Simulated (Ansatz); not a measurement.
# SiGePH (triplet): the correlation ladder, cc-pVDZ

Aim: climb from Hartree-Fock through coupled cluster for SiGePH (triplet) at one geometry and basis, and see what each rung misses.

Program: Ansatz 0.2.0, Gaussian basis. Level of theory: cc-pVDZ, core rule «outside noble gas», up to 24 orbitals frozen. These are calculated values, not measurements.

Plan: UHF; CCSD(T) on ROHF; CCSD(T) on UHF; BCCD(T) on ROHF; CISD; CCSDT(Q) on ROHF; CCSDT(Q) on UHF.

39 further runs of the same task are left out: 27 that didn't finish, 12 set aside as unsound or not needed.

**1. What is computed**

The geometry is a PBE0/def2-TZVP stationary point (not a proven minimum). No spin-orbit coupling is included. The filled d shell of Ge may be among the frozen orbitals whatever the setting's name suggests; the logs give the count.

4 atoms, charge 0, spin multiplicity 3.

Atoms are counted from 1 here; the program's logs count them from 0.

Bond lengths: Ge1–Si2 2.295 Å, Si2–P3 2.078 Å, P3–H4 1.435 Å. Angles: Ge1–Si2–P3 176.1°, Si2–P3–H4 83.2°.

**2. UHF**

The input, in.yaml:

```yaml
crystal:
  periodic: [false, false, false]
  atoms:
    - {symbol: Ge, position_ang: [-0.000001, -0.318403, 2.736058]}
    - {symbol: Si, position_ang: [0.000005, -0.293052, 0.441608]}
    - {symbol: P, position_ang: [-0.000002, -0.410479, -1.633446]}
    - {symbol: H, position_ang: [-0.000003, 1.021934, -1.544221]}
basis:
  gaussian: {orbitals: cc-pVDZ}
magnetization: {spin_polarized: true, initial_magnetization: 2}
hamiltonian: {xc: hf}
output: {orbitals: {seedname: orbitals}}
```

Launch:

```console
> ansatz run in.yaml --threads 1 --pin off --events-out ev --progress --plain --max-ram 2393MiB
```

After this run come: CCSD(T) on ROHF; CCSD(T) on UHF; BCCD(T) on ROHF; CISD; CCSDT(Q) on ROHF; CCSDT(Q) on UHF.

Q: Predict the results of all the runs planned. Wanted: RCCSDT(Q) below the RHF energy; RMP2 from RCCSDT(Q); UMP2 from RCCSDT(Q); RCCSD from RCCSDT(Q); RCCSD(T) from RCCSDT(Q); UCCSD(T) from RCCSDT(Q); UCCSDT(Q) from RCCSDT(Q); T1 diagnostic.

As calculated:

| quantity | value |
| --- | --- |
| RCCSDT(Q) below the RHF energy | -8.6686 eV |
| RMP2 from RCCSDT(Q) | +1566.7 meV |
| UMP2 from RCCSDT(Q) | +1717.3 meV |
| RCCSD from RCCSDT(Q) | +531.5 meV |
| RCCSD(T) from RCCSDT(Q) | +94.3 meV |
| UCCSD(T) from RCCSDT(Q) | +100.1 meV |
| UCCSDT(Q) from RCCSDT(Q) | -7.7 meV |
| levels within 1 kcal/mol (43 meV) | RCCSDT, UCCSDT, UCCSDT(Q) |
| T1 diagnostic | 0.034 |

RCCSD(T) misses by +94.3 meV, 1.1 % of the correlation energy. These misses are within one basis, not against nature; the frozen cores of restricted and unrestricted runs differ, which can shift their rows.
